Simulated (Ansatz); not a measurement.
# Al2BN3: the cost of one run

Program: Ansatz 0.2.0. Level of theory: DFT PBE, scalar-relativistic, plane waves, PAW. These are calculated values, not measurements.

## Step 1: The structure to begin with

The structure is tetragonal, space group I-4m2 (No. 119). Conventional cell: a = 3.205 Å, b = 3.205 Å, c = 13.596 Å, α = 90.00°, β = 90.00°, γ = 90.00°. Al (site symmetry 2mm) is surrounded by 4 N at 1.96 Å. Around B (site symmetry -4m2) lie 4 N at 1.96 Å. Around N (site symmetry 2mm) lie 2 B at 1.96 Å and 2 Al at 1.96 Å. N (site symmetry -4m2) is surrounded by 4 Al at 1.96 Å.

Structure file:

```
Al B N
1.0
    -1.60230    1.60230    6.79800
     1.60230   -1.60230    6.79800
     1.60230    1.60230   -6.79800
Al B N
2 1 3
Cartesian
  0.0000 0.0000 9.0640
  0.0000 0.0000 4.5320
  0.0000 0.0000 0.0000
  1.6023 0.0000 5.6650
  1.6023 0.0000 1.1330
  0.0000 1.6023 3.3990
```

The start is an ordering of an alloy on its end members' structure types: elements ordered on the sites of the BN type, B/Al on B (I-4m2, No. 119).

## Step 2: The guess as it stands, on a coarse mesh

input.yaml

```yaml
crystal:
  lattice:
    - [-1.60230433, 1.60230433, 6.79800153]
    - [1.60230433, -1.60230433, 6.79800153]
    - [1.60230433, 1.60230433, -6.79800153]
  atoms:
    - { symbol: Al, position: [0.66666667, 0.66666667, 0.0] }
    - { symbol: Al, position: [0.33333333, 0.33333333, 0.0] }
    - { symbol: B, position: [0.0, 0.0, 0.0] }
    - { symbol: "N", position: [0.41666667, 0.91666667, 0.5] }
    - { symbol: "N", position: [0.08333333, 0.58333333, 0.5] }
    - { symbol: "N", position: [0.75, 0.25, 0.5] }
basis:
  ecutwfc: 420
kpoints:
  mp_grid: { grid: [8, 8, 8] }
hamiltonian:
  xc: pbe
scf:
  occupations: { method: gaussian, width: 0.1 }
  lower_state_search: "off"
output:
  forces: true
  stress: true
  eigenvalues: true
```

Launch:

```sh
ansatz run input.yaml --threads 1 --pin off --max-ram 2560MiB --backend cpu --events-out ev --progress --plain --runs-dir out
```

**Question.** How long does this run take on 1 thread of Intel Xeon 6975P-C (Granite Rapids), shared host, and how much memory does it need?

About 3.1 s, with a peak of 0.4 GiB.
